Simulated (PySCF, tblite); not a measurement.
**C₅H₉GaOSi: geometry, infrared bands and NMR shifts**

Aim: predict the infrared bands and NMR shifts of C₅H₉GaOSi (`C#CC1=[CH][GaH2-][O+]([SiH3])C1`).

Computed with tblite 0.8.0 and PySCF 2.14.0, with density-fitted response routines of our own, on a single molecule in the gas phase. Atoms count from 0, in the outputs and in this text.

### Step 1. The molecule as given

17 atoms, charge 0, multiplicity 1; geometry from: force field or distance geometry start.

Bonds of the start (Å): C0–C1 1.22, C1–C2 1.46, C2–C3 1.31, C3–Ga4 2.00, Ga4–O5 1.86, O5–Si6 1.73, O5–C7 1.37, C7–C2 1.43, C0–H8 1.06, C3–H9 1.08, Ga4–H10 1.56, Ga4–H11 1.59, Si6–H12 1.46, Si6–H13 1.47, Si6–H14 1.48, C7–H15 1.13, C7–H16 1.13.

### Step 2. Optimising the geometry with GFN2-xTB

The job: settings as JSON, then the geometry in Å.

```
{"job": {"kind": "relax", "xc": "GFN2-xTB", "basis": "xTB"}, "charge": 0, "multiplicity": 1}
C      3.599200     1.280500     0.172300
C      2.536600     0.700800     0.065700
C      1.261100    -0.002700    -0.050500
C      1.160800    -1.263800     0.280600
Ga    -0.746700    -1.789000    -0.043500
O     -0.952100    -0.177900    -0.959400
Si    -2.432000     0.580300    -0.485100
C      0.067000     0.624500    -0.526100
H      4.510200     1.803400     0.275500
H      1.891300    -1.953500     0.677500
H     -1.610500    -1.898500     1.256100
H     -0.857000    -2.970200    -1.098200
H     -2.296600     2.026300    -0.631100
H     -3.462700     0.142200    -1.430400
H     -2.760500     0.250600     0.924200
H     -0.262500     1.420800     0.207600
H      0.347400     1.238200    -1.436800
```

Launch:

```sh
OMP_NUM_THREADS=1 python probes_run.py task.json out
```

The driver reads the jobs from task.json and runs them one after another.

Output:

```text
step      E/eV     max force
  0    -603.78750    4.659
  1    -604.28085    2.148
  2    -604.36163    4.519
  3    -604.54600    1.452
  4    -604.63881    1.353
  5    -604.71135    0.712
  6    -604.78159    0.648
  7    -604.82546    0.583
  8    -604.86830    0.435
  9    -604.89362    0.341
 10    -604.91215    0.289
 11    -604.92900    0.368
 12    -604.94613    0.365
 13    -604.95889    0.261
 14    -604.96867    0.258
 15    -604.97866    0.267
 16    -604.99056    0.302
 17    -605.00296    0.255
 18    -605.01321    0.221
 19    -605.02075    0.197
 20    -605.02714    0.189
 21    -605.03291    0.225
 22    -605.03817    0.224
 23    -605.04279    0.174
 24    -605.04657    0.152
 25    -605.04979    0.140
 26    -605.05310    0.183
 27    -605.05632    0.178
 28    -605.05884    0.121
 29    -605.06077    0.102
 30    -605.06243    0.093
 31    -605.06399    0.111
 32    -605.06552    0.111
 33    -605.06684    0.076
 34    -605.06779    0.068
 35    -605.06858    0.073
 36    -605.06939    0.088
 37    -605.07027    0.088
 38    -605.07115    0.084
 39    -605.07187    0.080
 40    -605.07240    0.052
 41    -605.07285    0.054
 42    -605.07335    0.054
 43    -605.07384    0.050
 44    -605.07420    0.039
 45    -605.07441    0.031
 46    -605.07457    0.029
 47    -605.07476    0.044
 48    -605.07503    0.056
 49    -605.07532    0.052
 50    -605.07560    0.039
 51    -605.07586    0.041
 52    -605.07612    0.044
 53    -605.07645    0.061
 54    -605.07687    0.061
 55    -605.07735    0.073
 56    -605.07782    0.064
 57    -605.07824    0.053
 58    -605.07863    0.053
 59    -605.07902    0.046
 60    -605.07945    0.065
 61    -605.08001    0.078
 62    -605.08083    0.101
 63    -605.08201    0.129
 64    -605.08351    0.126
 65    -605.08521    0.101
 66    -605.08708    0.100
 67    -605.08935    0.130
 68    -605.09184    0.169
 69    -605.08867    0.279
 70    -605.09585    0.129
 71    -605.09740    0.090
 72    -605.10044    0.117
 73    -605.10193    0.120
 74    -605.10776    0.127
 75    -605.11020    0.112
 76    -605.11211    0.165
 77    -605.11538    0.102
 78    -605.11684    0.080
 79    -605.11901    0.076
 80    -605.11999    0.076
 81    -605.12205    0.078
 82    -605.12329    0.069
 83    -605.12384    0.049
 84    -605.12407    0.048
 85    -605.12433    0.044
 86    -605.12474    0.047
 87    -605.12530    0.052
 88    -605.12586    0.060
 89    -605.12628    0.041
 90    -605.12664    0.047
 91    -605.12695    0.045
 92    -605.12720    0.044
 93    -605.12736    0.030
 94    -605.12751    0.029
 95    -605.12775    0.038
 96    -605.12809    0.051
 97    -605.12845    0.045
 98    -605.12874    0.047
 99    -605.12901    0.047
100    -605.12931    0.052
101    -605.12972    0.055
102    -605.13012    0.043
103    -605.13047    0.048
104    -605.13068    0.039
105    -605.13091    0.037
106    -605.13103    0.023
107    -605.13112    0.027
108    -605.13118    0.064
109    -605.13128    0.038
110    -605.13141    0.042
111    -605.13163    0.022
112    -605.13168    0.022
113    -605.13175    0.025
114    -605.13184    0.027
115    -605.13199    0.026
116    -605.13216    0.033
117    -605.13232    0.025
118    -605.13243    0.027
119    -605.13252    0.024
120    -605.13259    0.019
121    -605.13268    0.023
122    -605.13276    0.024
123    -605.13284    0.019
124    -605.13292    0.018
125    -605.13298    0.024
126    -605.13305    0.024
127    -605.13312    0.018
128    -605.13318    0.019
129    -605.13323    0.020
130    -605.13328    0.017
131    -605.13332    0.014
132    -605.13337    0.013
133    -605.13342    0.014
134    -605.13348    0.021
135    -605.13356    0.025
136    -605.13365    0.024
137    -605.13375    0.021
138    -605.13386    0.025
139    -605.13401    0.030
140    -605.13416    0.027
141    -605.13427    0.021
142    -605.13433    0.019
143    -605.13436    0.018
144    -605.13441    0.019
145    -605.13447    0.016
146    -605.13454    0.015
147    -605.13458    0.017
148    -605.13465    0.020
149    -605.13471    0.023
150    -605.13478    0.023
151    -605.13486    0.021
152    -605.13493    0.020
153    -605.13501    0.018
154    -605.13508    0.020
155    -605.13513    0.017
156    -605.13517    0.011
157    -605.13520    0.014
158    -605.13522    0.014
159    -605.13525    0.014
160    -605.13528    0.012
161    -605.13531    0.017
162    -605.13534    0.015
163    -605.13537    0.016
164    -605.13540    0.015
165    -605.13544    0.016
166    -605.13547    0.012
167    -605.13549    0.014
168    -605.13550    0.011
169    -605.13551    0.005
```

Wall time 2.3 s (1 thread of Arm Neoverse N1, shared host); peak memory 0.18 GiB.

Step by step: (not every step is listed)

| step | energy from step 0 (eV) | largest force (eV/Å) |
| --- | --- | --- |
| 0 | 0.0000 | 4.6595 |
| 1 | -0.4933 | 2.1476 |
| 2 | -0.5741 | 4.5194 |
| 3 | -0.7585 | 1.4522 |
| 4 | -0.8513 | 1.3530 |
| 5 | -0.9239 | 0.7121 |
| 6 | -0.9941 | 0.6482 |
| 7 | -1.0380 | 0.5835 |
| 8 | -1.0808 | 0.4352 |
| 23 | -1.2553 | 0.1737 |
| 38 | -1.2836 | 0.0838 |
| 53 | -1.2889 | 0.0611 |
| 68 | -1.3043 | 0.1686 |
| 83 | -1.3363 | 0.0494 |
| 98 | -1.3412 | 0.0469 |
| 113 | -1.3442 | 0.0250 |
| 128 | -1.3457 | 0.0190 |
| 143 | -1.3469 | 0.0176 |
| 158 | -1.3477 | 0.0136 |
| 164 | -1.3479 | 0.0145 |
| 165 | -1.3479 | 0.0156 |
| 166 | -1.3480 | 0.0122 |
| 167 | -1.3480 | 0.0139 |
| 168 | -1.3480 | 0.0114 |
| 169 | -1.3480 | 0.0054 |

Distances of close pairs at the start and the end, largest changes first:

| bond | before (Å) | after (Å) | change (Å) |
| --- | --- | --- | --- |
| Ga4–O5 | 1.865 | 2.124 | +0.259 |
| C2–C7 | 1.430 | 1.511 | +0.081 |
| O5–Si6 | 1.729 | 1.660 | -0.069 |
| O5–C7 | 1.368 | 1.417 | +0.049 |
| C1–C2 | 1.461 | 1.416 | -0.045 |
| C2–C3 | 1.308 | 1.343 | +0.035 |
| C7–H16 | 1.133 | 1.099 | -0.035 |
| C7–H15 | 1.132 | 1.099 | -0.033 |

The final coordinates are the input of the step that follows.

### Step 3. Vibrational analysis with GFN2-xTB

The job: settings as JSON, then the geometry in Å.

```
{"job": {"kind": "ir", "xc": "GFN2-xTB", "basis": "xTB"}, "charge": 0, "multiplicity": 1}
C      3.569194     1.266992     0.235637
C      2.528565     0.676090     0.130247
C      1.320241    -0.053694     0.012908
C      1.244797    -1.392356     0.084157
Ga    -0.623217    -2.076829    -0.115693
O     -1.068565    -0.008962    -0.307614
Si    -2.567973     0.661948    -0.550334
C      0.091217     0.797932    -0.203955
H      4.479230     1.780843     0.328143
H      2.185509    -1.915675     0.241840
H     -1.501279    -2.447951     1.118604
H     -1.168111    -2.615826    -1.474428
H     -2.480841     1.413277    -1.805662
H     -3.402336    -0.527506    -0.587196
H     -2.799693     1.565055     0.580403
H     -0.023590     1.499481     0.633651
H      0.209854     1.389211    -1.122276
```

Output:

```text
mode    cm-1     km/mol
  1      56.5      0.13
  2      80.4      0.99
  3      92.7      0.01
  4      99.8      0.46
  5     135.6      0.82
  6     184.8      0.46
  7     218.9     23.33
  8     251.5      4.04
  9     276.7      6.63
 10     352.5      2.63
 11     380.2     24.53
 12     424.8    137.84
 13     437.7      4.64
 14     471.8      2.29
 15     518.5    285.71
 16     601.9      3.17
 17     608.4     50.16
 18     619.1     74.97
 19     642.5      5.79
 20     678.4     54.50
 21     724.6    189.73
 22     734.9    236.71
 23     769.3    417.11
 24     779.2    446.57
 25     799.8     36.31
 26     810.7     68.00
 27     891.5     15.05
 28     981.8      1.17
 29    1048.4    130.62
 30    1081.2     58.03
 31    1210.0      6.08
 32    1236.0      4.19
 33    1324.9      2.59
 34    1462.8      1.54
 35    1590.0     22.92
 36    1649.8    233.71
 37    1672.4    679.89
 38    2242.9    318.63
 39    2243.5      0.28
 40    2251.3    110.52
 41    2347.6    176.81
 42    2875.8     36.62
 43    2903.1     34.69
 44    2981.1     40.58
 45    3392.2      5.61
```

Run time: 1.2 s. Hardware: 1 thread of Arm Neoverse N1, shared host; peak memory 0.18 GiB.

The strongest bands and the atoms that carry them (share of the mass-weighted mode):

| cm⁻¹ | km/mol | atoms |
| --- | --- | --- |
| 518 | 285.7 | H11 45 %, H10 44 % |
| 725 | 189.7 | H13 60 %, H14 17 %, H12 16 % |
| 735 | 236.7 | H11 43 %, H10 43 % |
| 769 | 417.1 | H12 38 %, H14 37 % |
| 779 | 446.6 | O5 40 %, Si6 27 % |
| 1650 | 233.7 | H11 53 %, H10 44 % |
| 1672 | 679.9 | H10 54 %, H11 44 % |
| 2243 | 318.6 | H12 49 %, H14 47 % |

### Step 4. Shielding tensors: PBE0/pcSseg-1

Same as in step 3 but for these lines:

```diff
@@ -1,2 +1,2 @@
-{"job": {"kind": "ir", "xc": "GFN2-xTB", "basis": "xTB"}, "charge": 0, "multiplicity": 1}
+{"job": {"kind": "nmr", "xc": "PBE0", "basis": "pcSseg-1"}, "charge": 0, "multiplicity": 1}
 C      3.569194     1.266992     0.235637
```

With the program's defaults for keys left out, this is: GIAO PBE0/pcSseg-1 NMR shielding, non-relativistic, gas phase.

Output:

```text
coarse grid: 67160 points
cycle   1  E = -2484.3588139820  dE =  4.900e-01  |g| = 1.119e+00  |ddm| = 4.173e+00
cycle   2  E = -2484.2452779582  dE =  1.135e-01  |g| = 1.390e+00  |ddm| = 1.543e+00
cycle   3  E = -2484.4882855981  dE = -2.430e-01  |g| = 1.957e-01  |ddm| = 9.971e-01
cycle   4  E = -2484.4950149157  dE = -6.729e-03  |g| = 7.686e-02  |ddm| = 2.073e-01
cycle   5  E = -2484.4959448254  dE = -9.299e-04  |g| = 1.802e-02  |ddm| = 7.604e-02
cycle   6  E = -2484.4960128575  dE = -6.803e-05  |g| = 7.081e-03  |ddm| = 2.164e-02
cycle   7  E = -2484.4960237710  dE = -1.091e-05  |g| = 2.184e-03  |ddm| = 7.686e-03
cycle   8  E = -2484.4960247725  dE = -1.001e-06  |g| = 9.252e-04  |ddm| = 2.240e-03
final grid: 140816 points
cycle   9  E = -2484.4960676792  dE =  7.392e-07  |g| = 2.027e-03  |ddm| = 4.043e-03
cycle  10  E = -2484.4960636227  dE =  4.056e-06  |g| = 4.514e-03  |ddm| = 5.138e-03
cycle  11  E = -2484.4960686878  dE = -5.065e-06  |g| = 1.915e-04  |ddm| = 3.528e-03
cycle  12  E = -2484.4960686962  dE = -8.347e-09  |g| = 2.381e-05  |ddm| = 1.862e-04
cycle  13  E = -2484.4960686963  dE = -1.419e-10  |g| = 7.923e-06  |ddm| = 3.656e-05
converged SCF energy = -2484.4960686963

GIAO shielding tensors (ppm)
atom      isotropic    diamagn.    paramagn.     s11        s22        s33       span
  0 C      100.076     259.047    -158.971     38.225     53.693    208.311    170.085
  1 C      102.448     246.543    -144.095     -0.973      7.026    301.291    302.264
  2 C       52.243     261.824    -209.581    -60.340     84.882    132.185    192.525
  3 C       19.484     252.831    -233.346   -110.569      7.938    161.084    271.652
  4 Ga    1372.575    2636.537   -1263.962   1300.615   1345.927   1471.184    170.569
  5 O      331.603     404.886     -73.283    310.421    338.327    346.061     35.640
  6 Si     370.125     879.691    -509.567    327.538    334.022    448.814    121.276
  7 C      108.947     246.690    -137.744     77.279     93.286    156.274     78.996
  8 H       29.041      34.031      -4.990     24.840     25.233     37.050     12.211
  9 H       23.663      30.352      -6.689     20.009     24.105     26.874      6.865
 10 H       26.271      28.729      -2.458     19.790     22.812     36.212     16.422
 11 H       26.264      28.613      -2.349     19.773     22.822     36.196     16.423
 12 H       26.758      28.753      -1.995     23.402     24.833     32.038      8.635
 13 H       26.467      28.902      -2.435     21.760     26.330     31.309      9.549
 14 H       26.757      28.900      -2.143     23.401     24.833     32.037      8.636
 15 H       27.146      30.731      -3.585     22.283     27.254     31.900      9.618
 16 H       27.146      30.354      -3.209     22.284     27.256     31.896      9.612
```

Run time: 79 s. Hardware: 1 thread of Arm Neoverse N1, shared host; peak memory 0.88 GiB.

Shifts follow as δ = σ(reference) − σ, with reference shieldings (ppm) from runs at the same level and on the same kind of geometry: ¹H TMS 31.72, ¹³C TMS 186.9, ²⁹Si TMS 349.2, ¹⁷O H2O 336.1. The references are single molecules in the gas phase, so shifts against H2O, NH3, PH3, H3PO4 or CFCl3 are not on the usual liquid scales and can be off by tens of ppm. Atoms listed in one row are averaged.

| atoms | environment | σ (ppm) | δ (ppm) |
| --- | --- | --- | --- |
| C3 | alkene CH | 19.5 | 167.4 |
| C2 | fully substituted alkene carbon | 52.2 | 134.7 |
| C0 | terminal alkyne carbon | 100.1 | 86.8 |
| C1 | alkyne carbon | 102.4 | 84.5 |
| C7 | allylic sp3 CH2 bonded to O | 108.9 | 78.0 |
| H9 | hydrogen on an alkene CH | 23.66 | 8.05 |
| H10, H11 | hydrogen on a Ga bonded to C, O, in a 5-membered ring | 26.27 | 5.45 |
| H12, H13, H14 | hydrogen on a silicon bonded to O | 26.66 | 5.06 |
| H15, H16 | hydrogen on an allylic sp3 CH2 bonded to O | 27.15 | 4.57 |
| H8 | hydrogen on a terminal alkyne carbon | 29.04 | 2.68 |
| Ga4 | Ga bonded to C, O, 2 H, in a 5-membered ring | 1373 | – |
| O5 | donor oxygen of a Lewis adduct | 331.6 | 4.5 |
| Si6 | silicon bonded to O, 3 H | 370.1 | -21.0 |

The run also stored atomic charges by several schemes (e):

| atoms | Mulliken | IAO | Hirshfeld | ESP fit |
| --- | --- | --- | --- | --- |
| C0 | -0.39 | -0.24 | -0.11 | -0.37 |
| C1 | 0.44 | -0.03 | -0.05 | -0.13 |
| C2 | -0.44 | -0.03 | -0.01 | 0.36 |
| C3 | -0.32 | -0.39 | -0.16 | -0.66 |
| Ga4 | 0.68 | 0.46 | 0.31 | 0.76 |
| O5 | -0.78 | -0.56 | -0.15 | -0.28 |
| Si6 | 0.72 | 0.86 | 0.42 | 0.61 |
| C7 | 0.23 | -0.06 | 0.02 | -0.26 |

Mayer bond orders: C0–C1 2.32, C1–C2 1.02, C2–C3 1.84, C3–Ga4 0.72, Ga4–O5 0.18, O5–Si6 0.79, O5–C7 0.80, C7–C2 1.03.

Ring of atoms C2, C3, Ga4, O5, C7: NICS(0) -3.4, NICS(1) -2.3, NICS(1)zz -1.1 ppm (means of both faces).

### Step 5. Results

```
                                                              quantity                               value
                             strongest single infrared mode (GFN2-xTB)               1672 cm⁻¹, 680 km/mol
                                          zero-point energy (GFN2-xTB)                       67.4 kcal/mol
                                ¹³C shifts against TMS (PBE0/pcSseg-1)  167.4, 134.7, 86.8, 84.5, 78.0 ppm
¹H shifts against TMS (PBE0/pcSseg-1, means over atoms taken as alike)    8.05, 5.45, 5.06, 4.57, 2.68 ppm
                                ¹⁷O shifts against H2O (PBE0/pcSseg-1)                             4.5 ppm
                               ²⁹Si shifts against TMS (PBE0/pcSseg-1)                           -21.0 ppm
                                      shieldings of Ga (PBE0/pcSseg-1)                      Ga4 1372.6 ppm
```

What this shows: Relaxing lowered the energy by 1.348 eV in 169 steps; the close pair that moved most is Ga4–O5, from 1.865 to 2.124 Å. No mode is imaginary among the 45: a minimum at this level. The strongest single mode, at 1672 cm⁻¹, moves mainly H10 and H11. GFN2-xTB is a fitted tight-binding method: band positions and strengths are rough. Its intensities can rank the bands wrongly. At PBE0/pcSseg-1: The largest span, 302 ppm, is at C1, where the paramagnetic term is -144 ppm. Spin-orbit coupling is left out, which matters for shieldings and couplings at and beside the heavy atoms.
